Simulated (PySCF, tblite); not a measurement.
**C₄H₈O₃Si₂: geometry, infrared bands and NMR shifts**

Aim: predict the infrared bands and NMR shifts of C₄H₈O₃Si₂ (`C=C[C@H]1O[SiH2][SiH2]OC1=O`).

The runs use tblite 0.8.0 and PySCF 2.14.0, with density-fitted response routines of our own; the level of theory stands in each step. All values are computed, except where a source is named. Atoms count from 0, in the outputs and in this text.

## 1. The molecule as given

17 atoms, charge 0, multiplicity 1; geometry from: force field or distance geometry start.

Bonds of the start (Å): C0–C1 1.34, C1–C2 1.51, C2–O3 1.45, O3–Si4 1.67, Si4–Si5 2.31, Si5–O6 1.66, O6–C7 1.37, C7–O8 1.24, C7–C2 1.58, C0–H9 1.09, C0–H10 1.07, C1–H11 1.10, C2–H12 1.11, Si4–H13 1.48, Si4–H14 1.49, Si5–H15 1.47, Si5–H16 1.49.

## 2. Geometry optimisation with GFN2-xTB

What the job is given:

```
{"job": {"kind": "relax", "xc": "GFN2-xTB", "basis": "xTB"}, "charge": 0, "multiplicity": 1}
C      2.897500     0.682400    -0.205900
C      2.036900    -0.058000     0.508500
C      0.532600    -0.085500     0.432300
O      0.128000     0.934200    -0.508900
Si    -1.491900     1.310000    -0.607800
Si    -2.524300    -0.703700    -0.145700
O     -1.279600    -1.793700    -0.052700
C      0.050000    -1.570300     0.192600
O      0.807300    -2.544300     0.266700
H      2.534900     1.382800    -0.954700
H      3.958900     0.605500    -0.059900
H      2.467500    -0.748800     1.252900
H      0.168200     0.194100     1.446200
H     -1.815000     2.335900     0.404800
H     -1.792600     1.811900    -1.981800
H     -3.493200    -1.108800    -1.178900
H     -3.192100    -0.631500     1.182500
```

Launch:

```bash
$ OMP_NUM_THREADS=1 python probes_run.py task.json out
```

The driver reads the jobs from task.json and runs them one after another.

**Question.** This job is followed by: GFN2-xTB harmonic vibrations, gas phase; GIAO PBE0/pcSseg-1 NMR shielding, non-relativistic, gas phase. What will the session give for the following? strongest single infrared mode (GFN2-xTB); zero-point energy (GFN2-xTB); 13C shifts against TMS (PBE0/pcSseg-1); 1H shifts against TMS (PBE0/pcSseg-1); 17O shifts against H2O (PBE0/pcSseg-1); 29Si shifts against TMS (PBE0/pcSseg-1).

As calculated:

| quantity | value |
| --- | --- |
| strongest single infrared mode (GFN2-xTB) | 1215 cm⁻¹, 549 km/mol |
| zero-point energy (GFN2-xTB) | 68.6 kcal/mol |
| 13C shifts against TMS (PBE0/pcSseg-1) | 168.8, 142.4, 120.5, 75.6 ppm |
| 1H shifts against TMS (PBE0/pcSseg-1) | 6.53, 5.89, 5.81, 5.74, 5.69, 5.51, 5.42, 4.49 ppm |
| 17O shifts against H2O (PBE0/pcSseg-1) | 479.3, 168.9, 15.6 ppm |
| 29Si shifts against TMS (PBE0/pcSseg-1) | -26.4, -33.7 ppm |

What this shows: Relaxing lowered the energy by 0.527 eV in 53 steps; the close pair that moved most is O6–C7, from 1.370 to 1.319 Å. All 45 modes are real, so the xTB geometry is a minimum. The strongest single mode, at 1215 cm⁻¹, moves mainly C7 and O6. Unscaled tight-binding wavenumbers are off by several per cent, some by more. Its intensities can rank the bands wrongly. The most deshielded hydrogen is H11 (hydrogen on an alkene CH), at 6.53 ppm: attached to an sp2 carbon and in the plane of the double bond. At PBE0/pcSseg-1: Shielding is most anisotropic at O8 (span 729 ppm, paramagnetic term -543 ppm).
